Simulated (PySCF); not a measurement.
**One shape, several levels: InCl2O (SMILES [O][In]([Cl])[Cl])**

We compute a comparison of 6 runs (U-revPBE/def2-SVPD, U-wB97M-V/def2-SVPD, UM06-L/def2-SVPD, UPBE/def2-SVPD, USVWN5/def2-SVPD, UTPSS/def2-SVPD) of InCl2O. 

The calculation is run with PySCF 2.14.0.

1 further run of the same task is left out (set aside as unsound or not needed). Runs told in other sessions of the task aren't counted.

**1. The structure to begin with**

The species is InCl2O (4 atoms), meant as a doublet with charge 0. SMILES: `[O][In]([Cl])[Cl]`. The coordinates come from a PBE0-D4/def2-TZVP relaxation.

Bond lengths: O1–In2 1.989 Å, In2–Cl3 2.293 Å, In2–Cl4 2.293 Å. Angles: O1–In2–Cl3 119.2°, O1–In2–Cl4 119.2°, Cl3–In2–Cl4 121.6°.

**2. A single-point energy at U-revPBE/def2-SVPD (core potential) (run 1)**

Contents of geometry.xyz:

```xyz
4

O      0.606300     1.014000     1.667600
In     0.031700     0.016000     0.045400
Cl     0.741600    -2.145000    -0.248200
Cl    -1.324100     1.054700    -1.485200
```

Contents of calc.py:

```python
# [O][In]([Cl])[Cl]
from pyscf import gto, dft

molecule = gto.Mole()
molecule.atom = 'geometry.xyz'
molecule.charge = 0
molecule.max_memory = 1860
molecule.verbose = 4
molecule.spin = 1
molecule.ecp = {'In': 'def2-svp'}
molecule.basis = 'def2-svpd'
molecule.build()

ks = dft.UKS(molecule, xc='revpbe')
ks.grids.level = 5
ks.conv_tol = 1e-10
ks.kernel()
if not ks.converged:
    ks = ks.newton().run(ks.mo_coeff, ks.mo_occ)

e_final = ks.e_tot
print('E(%s) = %.9f' % ('REVPBE', e_final))
```

Launch:

```sh
$ OMP_NUM_THREADS=1 python calc.py
```

Standard output:

```text
<dir> SyntaxWarning: invalid escape sequence '\W'
  S = {(paw_set(r)[0], bool(re.search(r"spin_orbit\W+true|paw_fr", str((r.get("files") or {}).get("input") or "")) or re.search("(?i)spin.orbit\W+(value\W+)?(true|yes)|value\W+spin-orbit", json.dumps(r.get("inputs"), default=str)))) for r in records}

PySCF version 2.14.0

[... 55 lines left out ...]
WARN: HOMO -0.64073803736558 >= LUMO -0.640738037365579
[... 62 lines left out ...]
converged SCF energy = -1185.30296401999  <S^2> = 0.75534061  2S+1 = 2.0053335
E(REVPBE) = -1185.302964020
```

It took 47 s on 1 thread of Arm Neoverse V1, shared host; peak memory 0.59 GiB.

**3. The energy at U-wB97M-V/def2-SVPD (core potential) (run 2)**

Contents of run.py:

```python
from pyscf import gto, dft

molecule = gto.Mole()
molecule.atom = 'O 0.606300 1.014000 1.667600; In 0.031700 0.016000 0.045400; Cl 0.741600 -2.145000 -0.248200; Cl -1.324100 1.054700 -1.485200'
molecule.charge = 0
molecule.max_memory = 1860
molecule.ecp = {'In': 'def2-svp'}
molecule.verbose = 3
molecule.basis = 'def2-svpd'
molecule.spin = 1
molecule.build()

myscf = dft.UKS(molecule)
myscf.xc = 'wb97m-v'
myscf.grids.level = 5
myscf.nlcgrids.level = 1
myscf.conv_tol = 1e-10
myscf.kernel()
if not myscf.converged:
    myscf = myscf.newton().run(myscf.mo_coeff, myscf.mo_occ)

energy = myscf.e_tot
print('E = %.10f Eh' % energy)
```

Launch:

```sh
$ OMP_NUM_THREADS=1 python run.py
```

Standard output:

```text
<dir> SyntaxWarning: invalid escape sequence '\W'
  S = {(paw_set(r)[0], bool(re.search(r"spin_orbit\W+true|paw_fr", str((r.get("files") or {}).get("input") or "")) or re.search("(?i)spin.orbit\W+(value\W+)?(true|yes)|value\W+spin-orbit", json.dumps(r.get("inputs"), default=str)))) for r in records}

WARN: HOMO -0.725894700301477 >= LUMO -0.725894700301466

WARN: HOMO 0.00283939830620225 >= LUMO 0.00341716034693071

converged SCF energy = -1185.34176765046  <S^2> = 0.75648787  2S+1 = 2.0064774
E = -1185.3417676505 Eh
```

Run time: 3.4 min. Hardware: 1 thread of Arm Neoverse V1, shared host; peak memory 0.62 GiB.

**4. The energy at UM06-L/def2-SVPD (core potential) (run 3)**

Contents of input.xyz:

```xyz
4

O      0.606300     1.014000     1.667600
In     0.031700     0.016000     0.045400
Cl     0.741600    -2.145000    -0.248200
Cl    -1.324100     1.054700    -1.485200
```

Contents of calc.py:

```python
from pyscf import gto, dft

molecule = gto.M(
    atom='input.xyz',
    ecp={'In': 'def2-svp'},
    basis='def2-svpd',
    spin=1,
    max_memory=1860,
    verbose=4,
)

ks = dft.UKS(molecule, xc='m06-l')
ks.conv_tol = 1e-10
ks.grids.level = 5
ks.kernel()
if not ks.converged:
    ks = ks.newton().run(ks.mo_coeff, ks.mo_occ)

energy = ks.e_tot
print('Final energy', energy)
```

Launch:

```sh
$ OMP_NUM_THREADS=1 python calc.py
```

Standard output:

```text
<dir> SyntaxWarning: invalid escape sequence '\W'
  S = {(paw_set(r)[0], bool(re.search(r"spin_orbit\W+true|paw_fr", str((r.get("files") or {}).get("input") or "")) or re.search("(?i)spin.orbit\W+(value\W+)?(true|yes)|value\W+spin-orbit", json.dumps(r.get("inputs"), default=str)))) for r in records}

PySCF version 2.14.0

[... 130 lines left out ...]
converged SCF energy = -1185.59402827478  <S^2> = 0.75924238  2S+1 = 2.0092211
Final energy -1185.5940282747763
```

Wall time 2 min (1 thread of Arm Neoverse V1, shared host); peak memory 0.63 GiB.

Runs 4 to 5 aren't shown in full; the table further down has their settings and results.

**5. A single-point energy at UTPSS/def2-SVPD (core potential) (run 6)**

Contents of run.py:

```python
from pyscf import gto, dft

mol = gto.Mole()
mol.atom = '''
O      1.145741     1.916182     3.151307
In     0.059904     0.030236     0.085794
Cl     1.401421    -4.053463    -0.469030
Cl    -2.502186     1.993094    -2.806621
'''
mol.ecp = {'In': 'def2-svp'}
mol.max_memory = 1860
mol.spin = 1
mol.unit = 'bohr'
mol.verbose = 3
mol.basis = 'def2-svpd'
mol.build()

calc0 = dft.UKS(mol)
calc0.xc = 'tpss'
calc0.grids.level = 5
calc0.conv_tol = 1e-10
calc0.kernel()
if not calc0.converged:
    calc0 = calc0.newton().run(calc0.mo_coeff, calc0.mo_occ)

energy = calc0.e_tot
print(f'total energy: {energy:.8f} hartree')
```

Launch:

```sh
$ OMP_NUM_THREADS=1 python run.py
```

Standard output:

```text
<dir> SyntaxWarning: invalid escape sequence '\W'
  S = {(paw_set(r)[0], bool(re.search(r"spin_orbit\W+true|paw_fr", str((r.get("files") or {}).get("input") or "")) or re.search("(?i)spin.orbit\W+(value\W+)?(true|yes)|value\W+spin-orbit", json.dumps(r.get("inputs"), default=str)))) for r in records}

WARN: HOMO -0.647871598342468 >= LUMO -0.647871598342461

WARN: HOMO 0.0187177990285243 >= LUMO 0.019172813578708

converged SCF energy = -1185.42287806551  <S^2> = 0.75494627  2S+1 = 2.0049402
total energy: -1185.42287807 hartree
```

It took 1.7 min on 1 thread of Arm Neoverse V1, shared host; peak memory 0.62 GiB.

**6. Overview of the runs**

| run | level | nlc grid | energy (Eh) | dipole moment (D) | HOMO energy (eV) | LUMO energy (eV) | wall time |
| --- | --- | --- | --- | --- | --- | --- | --- |
| 1 | U-revPBE/def2-SVPD (core potential) | – | -1185.302964 | 0.28 | -7.60 | -6.54 | 47 s |
| 2 | U-wB97M-V/def2-SVPD (core potential) | 1 | -1185.341768 | 0.36 | -11.76 | -2.48 | 3.4 min |
| 3 | UM06-L/def2-SVPD (core potential) | – | -1185.594028 | 0.18 | -7.79 | -5.70 | 2 min |
| 4 | UPBE/def2-SVPD (core potential) | – | -1184.994092 | 0.33 | -7.65 | -6.72 | 47 s |
| 5 | USVWN5/def2-SVPD (core potential) | – | -1181.627740 | 0.48 | -7.72 | -7.45 | 30 s |
| 6 | UTPSS/def2-SVPD (core potential) | – | -1185.422878 | 0.22 | -7.82 | -6.31 | 1.7 min |

**7. Outcome**

| quantity | value |
| --- | --- |
| run 6: total energy | -1185.42288 Eh |
| run 6: dipole moment | 0.22 D |
| run 6: HOMO energy (highest over α and β) | -7.82 eV |
| run 6: LUMO energy (lowest over α and β) | -6.31 eV |
| run 6: ⟨S²⟩ | 0.755 |

In words: The dipole moment (its size) runs from 0.18 D (UM06-L/def2-SVPD) to 0.48 D (USVWN5/def2-SVPD). Totals of different functionals can't be ranked against each other. All runs together took 9.1 min, the longest 3.4 min.
